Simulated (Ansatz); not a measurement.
**B2Cl2H4O2: one species, many methods**

The task here is to estimate one member of a computed series from the others.

Program: Ansatz 0.2.0, Gaussian basis. Level of theory: functionals in def2-TZVPP, the program's frozen cores in correlated methods. These are calculated values, not measurements.

Levels to be run: LDA (SPW92), PBE-D4, revPBE-D4, BLYP-D4, r2SCAN-D4, B97M-V, PBE0-D4, B3LYP-D4, r2SCANh-D4, r2SCAN0-D4, HSE06-D4, BHLYP-D4, CAM-B3LYP-D4, LC-ωPBE, ωB97X-V, ωB97M-V, B2PLYP, PBE-QIDH; CCSD(T)/def2-SVP; CCSD(T)/def2-TZVPP; MP2/def2-QZVPP; extrapolation to the limit; RPA on PBE.

### The relaxed structure

The geometry comes from an earlier relaxation with PBE0-D4 in a triple-zeta def2 set; it is a stationary point, not always the lowest conformer.

SMILES `Cl[B@H-]1[OH+][B@H-](Cl)[OH+]1`, 10 atoms, charge 0, spin multiplicity 1.

Atoms are counted from 1 here; the program's logs count them from 0.

Bond lengths: Cl1–B2 1.816 Å, B2–O3 1.539 Å, B2–O6 1.539 Å, B2–H7 1.190 Å, O3–B4 1.549 Å, O3–H8 0.963 Å, B4–Cl5 1.788 Å, B4–O6 1.549 Å, B4–H9 1.196 Å, O6–H10 0.963 Å. Angles: Cl1–B2–O3 111.4°, Cl1–B2–O6 111.4°, Cl1–B2–H7 115.0°, O3–B2–O6 89.3°, O3–B2–H7 113.5°, O6–B2–H7 113.5°, B2–O3–B4 90.4°, B2–O3–H8 114.0°, B4–O3–H8 114.1°, O3–B4–Cl5 112.3°, O3–B4–O6 88.6°, O3–B4–H9 112.7°, Cl5–B4–O6 112.3°, Cl5–B4–H9 115.4°, O6–B4–H9 112.7°, B2–O6–B4 90.4°, B2–O6–H10 114.0°, B4–O6–H10 114.1°.

Set-up of the first run:

File in.yaml:

```yaml
crystal:
  periodic: [false, false, false]
  atoms:
    - {symbol: Cl, position_ang: [-1.705034, -1.384088, 0.964686]}
    - {symbol: B, position_ang: [-0.713512, 0.131549, 0.834799]}
    - {symbol: O, position_ang: [0.791279, -0.186176, 0.767097]}
    - {symbol: B, position_ang: [0.798175, 0.115357, -0.751790]}
    - {symbol: Cl, position_ang: [1.950936, 1.413880, -1.179434]}
    - {symbol: O, position_ang: [-0.652615, 0.639801, -0.617057]}
    - {symbol: H, position_ang: [-0.984807, 0.979429, 1.623767]}
    - {symbol: H, position_ang: [1.009773, -1.097968, 0.987677]}
    - {symbol: H, position_ang: [0.870160, -0.875548, -1.418179]}
    - {symbol: H, position_ang: [-1.281354, 0.212664, -1.208665]}
basis:
  gaussian: {orbitals: def2-TZVPP}
hamiltonian: {xc: lda}
output: {orbitals: {seedname: orbitals}}
```

On the command line:

```console
ansatz run in.yaml --threads 4 --pin off --events-out ev --progress --plain --max-ram 10444MiB
```

Among the steps run: LDA; PBE-D4 (GGA); revPBE-D4 (GGA); BLYP-D4 (GGA); r2SCAN-D4 (meta-GGA); B97M-V (meta-GGA); B3LYP-D4 (hybrid); r2SCANh-D4 (hybrid); r2SCAN0-D4 (hybrid); HSE06-D4 (hybrid); BHLYP-D4 (hybrid); CAM-B3LYP-D4 (range-separated); LC-ωPBE (range-separated); ωB97X-V (range-separated); ωB97M-V (range-separated); B2PLYP (double hybrid); PBE-QIDH (double hybrid).

One of the session's tables, all rows but one given; the rest of the session is left out.

It belongs to the step «Frontier levels by functional». 

| functional | HOMO (eV) | gap (eV) |
| --- | --- | --- |
| LDA (SPW92) | -7.16 | 6.18 |
| PBE-D4 | -7.05 | 6.26 |
| revPBE-D4 | -7.00 | 6.31 |
| BLYP-D4 | -6.92 | 6.12 |
| r2SCAN-D4 | -7.40 | 7.21 |
| B97M-V | ? | ? |
| PBE0-D4 | -8.45 | 8.57 |
| B3LYP-D4 | -8.20 | 7.96 |
| r2SCANh-D4 | -7.91 | 8.01 |
| r2SCAN0-D4 | -8.68 | 9.19 |
| HSE06-D4 | -8.05 | 7.79 |
| BHLYP-D4 | -9.75 | 10.55 |
| CAM-B3LYP-D4 | -9.85 | 10.76 |
| LC-ωPBE | -11.26 | 13.50 |
| ωB97X-V | -10.90 | 12.93 |
| ωB97M-V | -10.73 | 12.32 |

Q: Estimate the row for B97M-V from the others.

As computed: HOMO (eV): -7.50; gap (eV): 6.97. In the column «HOMO (eV)» it lies between r2SCANh-D4 (-7.91) and r2SCAN-D4 (-7.40).
